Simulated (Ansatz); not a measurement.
# AlFH4OSi: small, medium and large basis sets

One table from this session's results is given with a row withheld; the runs are named, their logs left out.

Program: Ansatz 0.2.0, Gaussian basis. Level of theory: one geometry, several basis sets. These are calculated values, not measurements.

Levels to be run: PBE0-D4/def2-SVP; ωB97M-V/def2-SVP; PBE0-D4/def2-QZVPP; ωB97M-V/def2-QZVPP; the functionals' def2-TZVPP values are taken from earlier runs.

### The relaxed structure

An earlier PBE0-D4 in a triple-zeta def2 set relaxation fixed the geometry.

SMILES `O[SiH](F)[AlH2]`, 8 atoms, charge 0, spin multiplicity 1.

Atoms are counted from 1 here; the program's logs count them from 0.

Bond lengths: O1–Si2 1.646 Å, O1–H5 0.959 Å, Si2–F3 1.610 Å, Si2–Al4 2.471 Å, Si2–H6 1.493 Å, Al4–H7 1.587 Å, Al4–H8 1.589 Å. Angles: Si2–O1–H5 118.7°, O1–Si2–F3 109.7°, O1–Si2–Al4 105.0°, O1–Si2–H6 109.2°, F3–Si2–Al4 110.8°, F3–Si2–H6 103.8°, Al4–Si2–H6 118.2°, Si2–Al4–H7 120.4°, Si2–Al4–H8 120.0°, H7–Al4–H8 119.6°.

Geometry (Å):

```xyz
8
AlFH4OSi
O     0.5196    1.4812   -0.8374
Si    0.3008    0.5307    0.4882
F     1.7217    0.2379    1.1874
Al   -0.6996   -1.5559   -0.3782
H     0.7603    2.4011   -0.7093
H    -0.4536    1.2981    1.5238
H     0.2020   -2.6344   -1.1149
H    -2.2588   -1.8159   -0.2154
```

Set-up of the first run:

The input, in.yaml:

```yaml
crystal:
  periodic: [false, false, false]
  atoms:
    - {symbol: O, position_ang: [0.519572, 1.481222, -0.837371]}
    - {symbol: Si, position_ang: [0.300761, 0.530739, 0.488210]}
    - {symbol: F, position_ang: [1.721685, 0.237866, 1.187411]}
    - {symbol: Al, position_ang: [-0.699596, -1.555882, -0.378170]}
    - {symbol: H, position_ang: [0.760259, 2.401056, -0.709345]}
    - {symbol: H, position_ang: [-0.453610, 1.298143, 1.523812]}
    - {symbol: H, position_ang: [0.202012, -2.634355, -1.114906]}
    - {symbol: H, position_ang: [-2.258785, -1.815890, -0.215442]}
basis:
  gaussian: {orbitals: def2-SVP}
hamiltonian: {xc: pbe0, dispersion: d4}
output: {orbitals: {seedname: orbitals}}
```

Command:

```bash
$ ansatz run in.yaml --threads 2 --pin off --events-out ev --progress --plain --max-ram 4352MiB
```

Among the steps run: PBE0-D4 in def2-SVP; ωB97M-V in def2-SVP; PBE0-D4 in def2-QZVPP; ωB97M-V in def2-QZVPP.

One table of the session follows, with a row left open; its other results are not shown here.

It belongs to the step «Functionals by basis». 

```
functional       basis  HOMO (eV)  LUMO (eV)
   PBE0-D4    def2-SVP          ?          ?
   PBE0-D4  def2-TZVPP      -7.56      -2.19
   PBE0-D4  def2-QZVPP      -7.59      -2.22
   ωB97M-V    def2-SVP      -9.47      -0.42
   ωB97M-V  def2-TZVPP      -9.59      -0.53
   ωB97M-V  def2-QZVPP      -9.61      -0.64
```

Q: Estimate the row for PBE0-D4, def2-SVP from the others.

**Answer.** HOMO (eV): -7.49; LUMO (eV): -2.14. In the column «HOMO (eV)» it is the highest.
